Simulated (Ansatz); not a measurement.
# GaO+ (singlet): the correlation ladder at distance O1–Ga2 = 2.701 Å, cc-pVDZ

One table from this session's results is given with a row withheld; the runs are named, their logs left out.

The runs use Ansatz 0.2.0, Gaussian basis; cc-pVDZ, core rule «outside noble gas», up to 15 orbitals frozen.

The runs, in order: UHF; CCSD(T) on RHF; CCSD(T) on UHF; BCCD(T) on RHF; CISD; CCSDT(Q) on RHF; CCSDT(Q) on UHF; CCSDTQ on RHF; CCSDTQ on UHF; CASSCF and MRCISD+Q, 2 electrons in 2 orbitals; CASSCF and NEVPT2, 2 electrons in 2 orbitals; CASSCF and MRCISD+Q, 8 electrons in 8 orbitals; CASSCF and NEVPT2, 8 electrons in 8 orbitals; Full CI.

4 further runs of the same task are left out: 4 for a known fault of the program. Runs told in other sessions of the task aren't counted.

### The geometry

The geometry derives from a PBE0/def2-TZVP stationary point (not a proven minimum). One bond is set to the value named and the two fragments are kept rigid. No spin-orbit coupling is included. The filled d shell of Ga may be among the frozen orbitals whatever the setting's name suggests.

2 atoms, charge 1, spin multiplicity 1.

Atoms are counted from 1 here; the program's logs count them from 0.

No contacts short enough for the rule that draws bonds.

As a file:

```
atom   x (Å)   y (Å)   z (Å)
  O1  0.0000  0.0000  0.0000
 Ga2  0.0000  0.0000  2.7010
```

The first run:

Contents of in.yaml:

```yaml
crystal:
  periodic: [false, false, false]
  atoms:
    - {symbol: O, position_ang: [0.000000, 0.000000, 0.000000]}
    - {symbol: Ga, position_ang: [0.000000, 0.000000, 2.701000]}
basis:
  gaussian: {orbitals: cc-pVDZ}
total_charge: 1
magnetization: {spin_polarized: true, initial_magnetization: 0}
hamiltonian: {xc: hf}
output: {orbitals: {seedname: orbitals}}
```

Run with:

```console
$ ansatz run in.yaml --threads 1 --pin off --events-out ev --progress --plain --max-ram 2816MiB --backend cpu
```

Among the steps run: UHF; CCSD(T) on RHF; CCSD(T) on UHF; BCCD(T) on RHF; CISD; CCSDT(Q) on RHF; CCSDT(Q) on UHF; CCSDTQ on RHF; CCSDTQ on UHF; CASSCF and MRCISD+Q, 2 electrons in 2 orbitals; CASSCF and NEVPT2, 2 electrons in 2 orbitals; CASSCF and MRCISD+Q, 8 electrons in 8 orbitals; CASSCF and NEVPT2, 8 electrons in 8 orbitals; Full CI.

One of the session's tables, all rows but one given; the rest of the session is left out.

It belongs to the step «Misses and costs». 

```
          method  from FCI (meV)
             RHF         +5621.0
            RMP2         +1638.4
           RCCSD          +391.2
        RCCSD(T)          +185.2
         BCCD(T)          +184.6
          RCCSDT            +9.5
       RCCSDT(Q)            -3.1
         RCCSDTQ               ?
     CASSCF pair         +4524.7
     NEVPT2 pair          +752.9
     MRCISD pair          +266.4
   MRCISD+Q pair           -25.2
  CASSCF valence         +3566.8
  NEVPT2 valence          +737.9
  MRCISD valence          +109.0
MRCISD+Q valence            -5.1
             FCI               0
```

**Question.** Estimate the row for RCCSDTQ.

**Answer.** from FCI (meV): +0.4. In the column «from FCI (meV)» it lies between FCI (0) and RCCSDT (+9.5).

Caveats from the session: The report flags that the cluster equations may have other roots. Left out of the table: UHF, UMP2, UCCSD, UCCSD(T), UCCSDT, UCCSDT(Q), UCCSDTQ (another determinant or state than the rows shown). The program flags RCCSDT(Q), RCCSDTQ as in doubt, so those rows may rest on another solution. RCCSDT(Q), MRCISD+Q pair, MRCISD+Q valence fall below full CI, which methods that aren't variational can do.
